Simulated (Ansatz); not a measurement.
**BFH6OSi2: a ladder of functionals and wavefunction methods**

One table from this session's results is given with a row withheld; the runs are named, their logs left out.

Computed with Ansatz 0.2.0, Gaussian basis. Level: functionals in def2-TZVPP, the program's frozen cores in correlated methods.

Levels to be run: PBE-D4, r2SCAN-D4, PBE0-D4, B3LYP-D4, ωB97X-V, ωB97M-V, B2PLYP; CCSD(T)/def2-TZVPP; MP2/def2-QZVPP; extrapolation to the limit.

**The relaxed structure**

All runs share one geometry, relaxed beforehand with PBE0-D4 in a triple-zeta def2 set.

SMILES `OB(F)[SiH2][SiH3]`, 11 atoms, charge 0, spin multiplicity 1.

Atoms are counted from 1 here; the program's logs count them from 0.

Bond lengths: O1–B2 1.348 Å, O1–H6 0.965 Å, B2–F3 1.338 Å, B2–Si4 2.028 Å, Si4–Si5 2.342 Å, Si4–H7 1.489 Å, Si4–H8 1.488 Å, Si5–H9 1.488 Å, Si5–H10 1.488 Å, Si5–H11 1.488 Å. Angles: B2–O1–H6 113.4°, O1–B2–F3 118.8°, O1–B2–Si4 120.9°, F3–B2–Si4 120.2°, B2–Si4–Si5 109.1°, B2–Si4–H7 110.1°, B2–Si4–H8 110.9°, Si5–Si4–H7 108.6°, Si5–Si4–H8 109.1°, H7–Si4–H8 108.9°, Si4–Si5–H9 110.1°, Si4–Si5–H10 110.0°, Si4–Si5–H11 111.0°, H9–Si5–H10 108.4°, H9–Si5–H11 108.6°, H10–Si5–H11 108.7°.

Set-up of the first run:

in.yaml reads:

```yaml
crystal:
  periodic: [false, false, false]
  atoms:
    - {symbol: O, position_ang: [-2.403046, 0.579700, -0.590678]}
    - {symbol: B, position_ang: [-1.118961, 0.692244, -0.984246]}
    - {symbol: F, position_ang: [-0.727408, 1.816659, -1.594397]}
    - {symbol: Si, position_ang: [0.219775, -0.782963, -0.604824]}
    - {symbol: Si, position_ang: [1.384321, -0.273504, 1.362399]}
    - {symbol: H, position_ang: [-2.935770, 1.357143, -0.796929]}
    - {symbol: H, position_ang: [1.198237, -0.887253, -1.722856]}
    - {symbol: H, position_ang: [-0.465643, -2.093459, -0.440233]}
    - {symbol: H, position_ang: [0.436857, -0.175790, 2.505525]}
    - {symbol: H, position_ang: [2.082963, 1.032183, 1.216967]}
    - {symbol: H, position_ang: [2.394075, -1.321861, 1.669774]}
basis:
  gaussian: {orbitals: def2-TZVPP}
hamiltonian: {xc: pbe, dispersion: d4}
output: {forces: true, orbitals: {seedname: orbitals}}
```

Started as:

```console
ansatz run in.yaml --threads 4 --pin off --events-out ev --progress --plain --max-ram 10444MiB
```

Among the steps run: PBE-D4 (GGA); r2SCAN-D4 (meta-GGA); PBE0-D4 (hybrid); B3LYP-D4 (hybrid); ωB97X-V (range-separated); ωB97M-V (range-separated); B2PLYP (double hybrid); CCSD(T) in def2-TZVPP; MP2 in def2-QZVPP.

One table of the session follows, with a row left open; its other results are not shown here.

```
            method  atomisation energy (kJ/mol)
            PBE-D4                       3857.4
         r2SCAN-D4                       3848.8
           PBE0-D4                       3804.6
          B3LYP-D4                       3827.6
           ωB97X-V                       3855.9
           ωB97M-V                       3838.7
            B2PLYP                       3787.4
     HF/def2-TZVPP                       2893.7
    MP2/def2-TZVPP                       3783.1
   CCSD/def2-TZVPP                       3690.6
CCSD(T)/def2-TZVPP                       3737.0
           MP2/CBS                       3879.6
       CCSD(T)/CBS                            ?
```

Estimate the missing values for CCSD(T)/CBS.

**Answer.** atomisation energy (kJ/mol): 3833.4. In the column «atomisation energy (kJ/mol)» it lies between B3LYP-D4 (3827.6) and ωB97M-V (3838.7).

To keep in mind: Free atoms (1 O, 1 B, 1 F, 2 Si, 6 H) were run apart at each level; the atomisation energy is their sum less the molecule, without zero-point or spin-orbit terms.
